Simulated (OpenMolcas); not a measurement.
**Pt³⁺ among point charges: CASSCF and CASPT2 levels and susceptibility**

Aim: the splitting of the states of Pt³⁺ in the field of 8 point charges, its lowest levels with spin-orbit coupling and its magnetic susceptibility.

The numbers are computed with OpenMolcas 26.06 (state-averaged CASSCF and CASPT2, spin-orbit coupling by RASSI with atomic mean-field integrals), except any that are marked as measured or tabulated.

## 1. The atom as given

- Species: Pt³⁺ (platinum, Z = 78, 75 electrons)
- Basis: ANO-RCC-VDZP [7s6p4d2f], 59 functions
- Scalar Hamiltonian: DKH2, point nucleus
- Inactive shells: 1s 2s 2p 3s 3p 3d 4s 4p 4d 4f 5s 5p
- Active space: 7 electrons in 5 orbitals (5d)
- Some configurations of this space: 5d⁷
- Orbitals: optimised for each spin and parity, averaged over all roots

Outer shells as boxes (Hund's rule):

5d7
```
5d [↑↓][↑↓][↑ ][↑ ][↑ ]
```

The ion sits among 8 point charges of -0.5 e arranged as a cube (Oh), 2.18 Å from the ion.

The work runs as a chain of OpenMolcas steps in one folder; each step below is one input file. Labels, J, g values, rates, χT and fits are worked out afterwards by a script from the matrices that RASSI stores. The input lists half of the charges; inversion (Group=XYZ) makes the rest.

## 2. One- and two-electron integrals

Input file a.inp:

```
&GATEWAY
Coord
1

Pt 0.0 0.0 0.0
Basis=ANO-RCC-VDZP
Group=XYZ
NoMove
AngMom=0.0 0.0 0.0
AMFI
XField
4 Angstrom 0
1.258624 1.258624 1.258624 -0.500000
1.258624 1.258624 -1.258624 -0.500000
1.258624 -1.258624 1.258624 -0.500000
1.258624 -1.258624 -1.258624 -0.500000
&SEWARD
```

Launch:

```sh
> OMP_NUM_THREADS=1 MOLCAS_MEM=1689 MOLCAS_PROJECT=a pymolcas a.inp > a.log
```

## 3. Reference wave functions, quartets of even parity, 10 roots

Input file a.inp:

```
&RASSCF
FileOrb=start.orb
Symmetry=1
Spin=4
nActEl=7 0 0
Inactive=15 19
Ras2=5 0
CIRoot=10 10 1
SDav=10
CIMx=300
Iter=120 100
PrWF=0.3
OrbListing=Nothing
MaxOrb=0
>>> COPY $Project.JobIph JOB001
```

start.orb holds the contracted functions of the basis, ordered by shell, or the orbitals of the step before.

## 4. CASSCF: doublets of even parity, 40 roots

Input file a.inp:

```
&RASSCF
FileOrb=start.orb
Symmetry=1
Spin=2
nActEl=7 0 0
Inactive=15 19
Ras2=5 0
CIRoot=40 40 1
SDav=40
CIMx=300
Iter=120 100
PrWF=0.3
OrbListing=Nothing
MaxOrb=0
>>> COPY $Project.JobIph JOB002
```

## 5. State interaction with spin-orbit coupling

Input file a.inp:

```
&RASSI
NrOfJobIphs=2 10 40
1 2 3 4 5 6 7 8 9 10
1 2 3 4 5 6 7 8 9 10 11 12 13 14 15 16 17 18 19 20 21 22 23 24 25 26 27
28 29 30 31 32 33 34 35 36 37 38 39 40
IphNames
JOB001
JOB002
EJob
SpinOrbit
DIPRint=1.0
SOCoupling=1000.0
Subsets=2
Property=9
'ANGMOM' 1 'ANGMOM' 2 'ANGMOM' 3 'MLTPL  1' 1 'MLTPL  1' 2 'MLTPL  1' 3
'AMFI' 1 'AMFI' 2 'AMFI' 3
SOProperty=3
'ANGMOM' 1 'ANGMOM' 2 'ANGMOM' 3
```

## 6. CASPT2: IPEA 0.25, imaginary shift 0.1 (closed shells correlated: 5s 5p)

Input file a.inp:

```
>>> COPY JOB001 $Project.JobIph
&CASPT2
Multistate=10 1 2 3 4 5 6 7 8 9 10
NoMult
Frozen=14 16
IPEA=0.25
Imaginary=0.1
MaxIter=60
WThr=0.0 0.3 0.05
PrWF=0.5
NoMix
>>> COPY JOB002 $Project.JobIph
&CASPT2
Multistate=40 1 2 3 4 5 6 7 8 9 10 11 12 13 14 15 16 17 18 19 20 21 22
23 24 25 26 27 28 29 30 31 32 33 34 35 36 37 38 39 40
NoMult
Frozen=14 16
IPEA=0.25
Imaginary=0.1
MaxIter=60
WThr=0.0 0.3 0.05
PrWF=0.5
NoMix
```

(Steps that only read results are left out.)

**Question.** What will these runs give? Wanted: spin-free ground state; first state of the same spin within the active space; lowest level; next level.

The runs gave:

| quantity | value |
| --- | --- |
| method | SS-CASPT2, IPEA 0.25, imaginary shift 0.1 (closed shells correlated: 5s 5p) |
| spin-free ground state | 4A2, 1-fold in its orbital part |
| first state of the same spin within the active space | 4T2 at 1860 cm⁻¹ |
| lowest level | 4-fold Γ8 |
| next level | 893.7 cm⁻¹ |
| χT at 300 K | 4.49 cm³ K/mol |
| effective moment at 300 K | 5.99 μB |

Cost by method:

| method | time of its own steps | time with the reference |
| --- | --- | --- |
| A. CASSCF | 11 s | 11 s |
| B. SS-CASPT2, IPEA 0.25, imaginary shift 0.1, +5s 5p | 4.4 s | 16 s |

Times are of one thread on a shared host.

The spin-free ground state (4A2) comes to 100 % from free-ion F terms and keeps the highest spin of the shell. χT at 300 K is 4.49, against 1.88 cm³ K/mol for the spin alone, so orbital moment adds to it. CASPT2 does not keep the components of a term degenerate, and the means are used. The field of point charges can differ much from that of real complexes. With metal d orbitals alone active, the gaps between spin states are rough; where two lie within a few thousand cm-1, their order is open. Point charges carry no covalency, so the field is a model and not that of real ligands.
